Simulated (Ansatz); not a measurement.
# CoPd: the cost of one run

Method: DFT, PBEsol, all-electron LAPW, scalar-relativistic, in Ansatz 0.2.0.

### 1 The starting structure

The structure is trigonal, space group R-3m (No. 166). The conventional cell has a = 2.692 Å, b = 2.692 Å, c = 12.882 Å, α = 90.00°, β = 90.00°, γ = 120.00°. Around Co (site symmetry -3m) lie 6 Pd at 2.65 Å and 6 Co at 2.69 Å. Pd (site symmetry -3m) has 6 Co at 2.65 Å and 6 Pd at 2.69 Å as nearest neighbours.

Coordinates:

```
Co Pd
1.0
     1.34593    0.77707    4.29392
    -1.34593    0.77707    4.29392
     0.00000   -1.55415    4.29392
Co Pd
1 1
Cartesian
  0.0000 0.0000 0.0000
  0.0000 0.0000 6.4409
```

Atoms are numbered in the order of the input: Co1, Pd2.

### 2 Free moments, LAPW

Input file input.yaml:

```yaml
crystal:
  lattice:
    - [1.3459330638, 0.7770748167, 4.2939193827]
    - [-1.3459330638, 0.7770748167, 4.2939193827]
    - [0.0, -1.5541496334, 4.2939193827]
  atoms:
    - { symbol: Co, position: [0.0, 0.0, 0.0], spin: 2.0 }
    - { symbol: Pd, position: [0.5, 0.5, 0.5] }
magnetization:
  spin_polarized: true
kpoints:
  mp_grid: { grid: [14, 14, 14] }
scf:
  occupations: { method: fermi_dirac, width: 0.1 }
  lower_state_search: "off"
hamiltonian:
  xc: pbesol
  pseudopotentials: { kind: all_electron, lapw: { basis_error: 0.001 } }
output:
  forces: true
  stress: true
  eigenvalues: false
  populations: true
```

Run with:

```bash
> ansatz run input.yaml --threads 1 --pin off --max-ram 3072MiB --backend cpu --events-out ev --progress --plain --runs-dir out
```

Q: Estimate wall time and peak memory on 1 thread of Arm Neoverse V2, shared host.

About 2.7 min, with a peak of 1.4 GiB.
